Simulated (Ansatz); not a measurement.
# GaSi₂GeNH₁₀: taking an electron away

How much energy removes an electron from GaSi₂GeNH₁₀ at fixed geometry? The cation is run at each level and the neutral's energy taken from earlier runs.

Program: Ansatz 0.2.0, Gaussian basis. Level of theory: unrestricted cation, the program's frozen cores in correlated methods. These are calculated values, not measurements.

The runs, in order: UKS PBE-D4/def2-TZVPP; UKS r2SCAN-D4/def2-TZVPP; UKS PBE0-D4/def2-TZVPP; UKS B3LYP-D4/def2-TZVPP; UKS wB97X-V/def2-TZVPP; UKS wB97M-V/def2-TZVPP; UKS B2PLYP/def2-TZVPP; UHF-CCSD(T)/def2-TZVPP; UHF-MP2/def2-QZVPP; extrapolation to the limit; then −ε(HOMO) from the neutral's earlier runs with LDA (SPW92), PBE-D4, revPBE-D4, BLYP-D4, r2SCAN-D4, B97M-V, PBE0-D4, B3LYP-D4, r2SCANh-D4, r2SCAN0-D4, HSE06-D4, BHLYP-D4, CAM-B3LYP-D4, LC-ωPBE, ωB97X-V, ωB97M-V.

**1. The geometry**

All runs share one geometry, relaxed beforehand with PBE0-D4/def2-TZVP.

SMILES `[GaH2][NH][SiH2][SiH2][GeH3]`, 15 atoms, charge 0, spin multiplicity 1.

Atoms are counted from 1 here; the program's logs count them from 0.

Bond lengths: Ga1–N2 1.850 Å, Ga1–H6 1.565 Å, Ga1–H7 1.560 Å, N2–Si3 1.719 Å, N2–H8 1.009 Å, Si3–Si4 2.352 Å, Si3–H9 1.493 Å, Si3–H10 1.492 Å, Si4–Ge5 2.384 Å, Si4–H11 1.488 Å, Si4–H12 1.490 Å, Ge5–H13 1.537 Å, Ge5–H14 1.565 Å, Ge5–H15 1.538 Å. Angles: N2–Ga1–H6 114.5°, N2–Ga1–H7 117.5°, H6–Ga1–H7 127.2°, Ga1–N2–Si3 125.6°, Ga1–N2–H8 116.8°, Si3–N2–H8 116.9°, N2–Si3–Si4 107.2°, N2–Si3–H9 114.5°, N2–Si3–H10 110.4°, Si4–Si3–H9 110.0°, Si4–Si3–H10 107.7°, H9–Si3–H10 106.9°, Si3–Si4–Ge5 105.6°, Si3–Si4–H11 114.4°, Si3–Si4–H12 112.4°, Ge5–Si4–H11 108.4°, Ge5–Si4–H12 107.6°, H11–Si4–H12 108.2° and more.

**2. Cation, UKS PBE-D4/def2-TZVPP**

Input file in.yaml:

```yaml
crystal:
  periodic: [false, false, false]
  atoms:
    - {symbol: Ga, position_ang: [-1.319056, -1.175582, 1.167684]}
    - {symbol: N, position_ang: [0.520273, -1.369714, 1.119980]}
    - {symbol: Si, position_ang: [1.518310, -1.109818, -0.255481]}
    - {symbol: Si, position_ang: [0.457723, 0.513981, -1.586256]}
    - {symbol: Ge, position_ang: [-0.700534, 1.933828, -0.060869]}
    - {symbol: H, position_ang: [-2.016234, -1.241668, -0.231505]}
    - {symbol: H, position_ang: [-2.009443, -1.194922, 2.566420]}
    - {symbol: H, position_ang: [0.987547, -1.489917, 2.006397]}
    - {symbol: H, position_ang: [1.788752, -2.334375, -1.064968]}
    - {symbol: H, position_ang: [2.842645, -0.562590, 0.160090]}
    - {symbol: H, position_ang: [-0.526774, -0.034309, -2.557289]}
    - {symbol: H, position_ang: [1.431495, 1.357027, -2.335697]}
    - {symbol: H, position_ang: [-1.812308, 2.787974, -0.691072]}
    - {symbol: H, position_ang: [-1.418146, 1.076425, 1.034239]}
    - {symbol: H, position_ang: [0.255750, 2.843658, 0.728346]}
basis:
  gaussian: {orbitals: def2-TZVPP}
total_charge: 1
magnetization: {spin_polarized: true, initial_magnetization: 1}
hamiltonian: {xc: pbe, dispersion: d4}
```

On the command line:

```bash
ansatz run in.yaml --threads 2 --pin off --events-out ev --progress --plain --max-ram 22528MiB --backend cuda --devices 0, --max-vram 18GiB
```

Further steps of the session: Cation, UKS r2SCAN-D4/def2-TZVPP; Cation, UKS PBE0-D4/def2-TZVPP; Cation, UKS B3LYP-D4/def2-TZVPP; Cation, UKS wB97X-V/def2-TZVPP; Cation, UKS wB97M-V/def2-TZVPP; Cation, UKS B2PLYP (frozen core)/def2-TZVPP; Cation, UHF-CCSD(T)/def2-TZVPP; Cation, UHF-MP2/def2-QZVPP.

Before running them: what should the planned runs give, taken together? Wanted: ionisation energy, CCSD(T)/CBS; nearest functional by difference; nearest −ε(HOMO); −ε(HOMO) of PBE; T1 of the cation.

As calculated:

| quantity | value |
| --- | --- |
| ionisation energy, CCSD(T)/CBS | 9.30 eV |
| nearest functional by difference | ωB97X-V (-0.15 eV) |
| nearest −ε(HOMO) | ωB97M-V (+0.10 eV) |
| −ε(HOMO) of PBE | 6.04 eV |
| T1 of the cation | 0.033 |

Energy differences with functionals land within 0.60 eV of the reference. The PBE orbital energy is 3.3 eV too small: a semilocal HOMO is no ionisation energy. Among orbital estimates ωB97M-V comes nearest. Hartree-Fock falls 1.33 eV short, as the neutral has more correlation energy than the cation. The cation's T1 (from the report) is 0.033, near the customary mark of 0.045 for open shells, so the coupled-cluster value is less safe. Correlated methods include outer-core shells of Ga, Ge, which these sets cover unevenly. With outer-core shells in play the last digit of the reference is unsure.
